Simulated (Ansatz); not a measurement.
Sn, space group Fd-3m, a comparison of functionals at one structure

Program: the Python package of Ansatz (0.2.0).

Input file `sn.vasp`:
```text
Sn
1.0
   0.00000000    3.23334280    3.23334280
   3.23334280    0.00000000    3.23334280
   3.23334280    3.23334280    0.00000000
Sn
2
Direct
   0.00000000    0.00000000    0.00000000
   0.25000000    0.25000000    0.25000000
```

`xc_sn.py`
```python
import csv

import ansatz as az
from ase.io import read


def main() -> None:
    atoms = read('sn.vasp', format='vasp')
    cell = az.Crystal.from_ase(atoms)

    model = cell.calculation()
    model = model.basis(450)
    model = model.kpoints(spacing=0.2).occupations('Marzari-Vanderbilt', width=0.1)
    model = model.scf(tolerance=1e-10).stress()

    rows = []
    for value in ['rpbe', 'r2scan', 'pbe', 'revpbe']:
        r = model.functional(value).run(threads=1, backend='cpu').report
        rows.append((value, r['free_energy_ev'] / len(r['lattice']['sites']), r['n_iterations'], sum(r['stress_gpa'][i][i] for i in range(3)) / 3, r['n_kpoints']))

    with open('xc.csv', 'w', newline='') as handle:
        writer = csv.writer(handle)
        writer.writerow(['functional', 'F/atom (eV)', 'iterations', 'P (GPa)', 'k-points'])
        writer.writerows([round(v, 5) if isinstance(v, float) else v for v in row] for row in rows)
    print(open('xc.csv').read())


if __name__ == '__main__':
    main()
```

```console
$ python xc_sn.py
RunWarning: occupations sum to 28.00035399 electrons, not 28.00000000 (difference +3.54e-4), under cold smearing of width 0.1000 eV — the computed levels leave a gap of 0.0000 eV (0.0 widths) at the count, and the engine keeps the Fermi level about it, at a minimum of the count: every level that holds the count stands at the top of the filled bands, none more than a width over it, where a gapped spectrum answers a strain or a displacement as a metal does. That is 1.3e-5 electrons too many for [...]
DeckWarning: basis.ecutwfc = 450 eV is below the records' recommended 500 eV, and the density's cutoff is lower with it unless basis.ecutrho_ratio is high enough to keep the records' density cutoff: compare with a run at a higher cutoff
functional,F/atom (eV),iterations,P (GPa),k-points
rpbe,-6032.73852,15,5.17314,35
r2scan,-6038.62749,6,2.20812,35
pbe,-6024.17768,7,3.76033,35
revpbe,-6030.26725,26,4.8095,35
```
(Warnings from the package without file and line, shortened, repeats left out.)

Caveats:
- The cutoff lies under the one recommended for these potentials in some of the runs.
- Under the recommended cutoff a pressure can be off by several GPa, even in sign.
- Pressure is positive in compression.
- Total energies of different functionals can't be compared; pressures, moments and gaps at this one structure can.
- Run time: 19 s on 1 thread of Arm Neoverse V2 (shared host), peak memory 0.6 GiB.
